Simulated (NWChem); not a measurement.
# TlBr (SMILES [Br][Tl]) at TDA-BPW91/cc-pVDZ/cc-pVDZ-PP (core potential, lindep 0.0001, ncydp 5)

Wanted: the excited states of TlBr. 

The results are computed with NWChem 7.3.0.

2 further runs of the same task are left out: 2 set aside as unsound or not needed.

**1. Starting point**

TlBr has 2 atoms, charge 0, and is taken as a singlet. As SMILES, `[Br][Tl]`. Geometry: the measured bond length.

Bond lengths: Br1–Tl2 2.618 Å.

**2. The vertical excitations at TDA-BPW91/cc-pVDZ/cc-pVDZ-PP (core potential, lindep 0.0001, ncydp 5)**

brtl.nw reads:

```
start brtl
title "BrTl"
memory total 2200 mb
geometry noautosym nocenter
   zmatrix
     Br
     Tl 1 2.618191
   end
end
basis spherical bse
   * library cc-pVDZ except Br Tl
   Br library cc-pVDZ-PP
   Tl library cc-pVDZ-PP
end
ecp bse
   Br library cc-pVDZ-PP
   Tl library cc-pVDZ-PP
end
dft
   xc becke88 perdew91
   grid fine
   convergence lshift 1 damp 20 ncydp 5
   direct
   iterations 75
end
tddft
   cis
   nroots 2
end
set lindep:tol 0.0001
task tddft energy
```

Launch:

```console
$ nwchem brtl.nw > brtl.out
```

What values should one expect? Wanted: ground-state or mean-field energy; dipole moment; HOMO energy; LUMO energy; HOMO–LUMO gap; lowest excitation energy.

Answer, from the run:

Level: TDA-BPW91/cc-pVDZ/cc-pVDZ-PP (core potential, lindep 0.0001, ncydp 5).

| quantity | value |
| --- | --- |
| ground-state or mean-field energy | -589.72134 Eh |
| dipole moment (of the density that the program reports) | 4.01 D |
| HOMO energy (BPW91 Kohn–Sham orbitals) | -6.19 eV |
| LUMO energy (BPW91 Kohn–Sham orbitals) | -2.33 eV |
| HOMO–LUMO gap (BPW91 Kohn–Sham orbitals) | 3.86 eV |
| lowest excitation energy | 3.59 eV |

What this shows: The brightest of the 4 transitions from the ground state lies at 4.10 eV (302 nm, f = 0.053, degenerate roots summed); the lowest, at 3.59 eV, has f = 0.000.
